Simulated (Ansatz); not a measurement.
# TiSi: the cost of one run

Computed with Ansatz 0.2.0 (DFT PBEsol, scalar-relativistic, plane waves, PAW, unless a step's input says otherwise).

2 further runs of the same task are left out: 1 that didn't finish, 1 set aside as unsound or not needed. Runs told in other sessions of the task aren't counted.

## 1. The structure to begin with

It takes space group Cmmm (No. 65, orthorhombic). Conventional cell: a = 3.605 Å, b = 4.133 Å, c = 3.793 Å, α = 90.00°, β = 90.00°, γ = 90.00°. Ti (site symmetry mmm) has 8 Si at 2.62 to 2.80 Å and 4 Ti at 2.74 Å in its first shell of neighbours. Around Si (site symmetry mmm) lie 8 Ti at 2.62 to 2.80 Å and 4 Si at 2.74 Å.

As a file:

```xyz
2
Lattice="1.8027 -2.0663 0.0000 1.8027 2.0663 0.0000 0.0000 0.0000 3.7927" Properties=species:S:1:pos:R:3 pbc="T T T"
Ti    1.8027    0.0000    0.0000
Si    0.0000    0.0000    1.8964
```

It goes back to an entry of the Materials Project, which need not be the stable form.

This cell was relaxed beforehand with the same method: volume 14.13 Å³/atom, gap on the mesh none (metal).

## 2. Zero of the scan

Contents of input.yaml:

```yaml
crystal:
  lattice:
    - [1.8026697261, -2.0662876276, 0.0]
    - [1.8026697261, 2.0662876276, 0.0]
    - [0.0, 0.0, 3.7927044821]
  atoms:
    - { symbol: Ti, position: [0.5, 0.5, 0.0] }
    - { symbol: Si, position: [0.0, 0.0, 0.5] }
basis:
  ecutwfc: 420
kpoints:
  mp_grid: { grid: [24, 24, 18] }
hamiltonian:
  xc: pbesol
scf:
  occupations: { method: gaussian, width: 0.15 }
output:
  forces: true
  stress: true
  eigenvalues: true
  write_density: true
  write_potential: true
  elf: true
  volumetric_format: npy
```

Command:

```
> ansatz run input.yaml --threads 1 --pin off --max-ram 2560MiB --backend cpu --events-out ev --progress --plain --runs-dir out
```

**Question.** How long does this run take on 1 thread of AMD EPYC 7R43 (Zen 3), shared host, and how much memory does it need?

About 35 s, with a peak of 0.81 GiB.
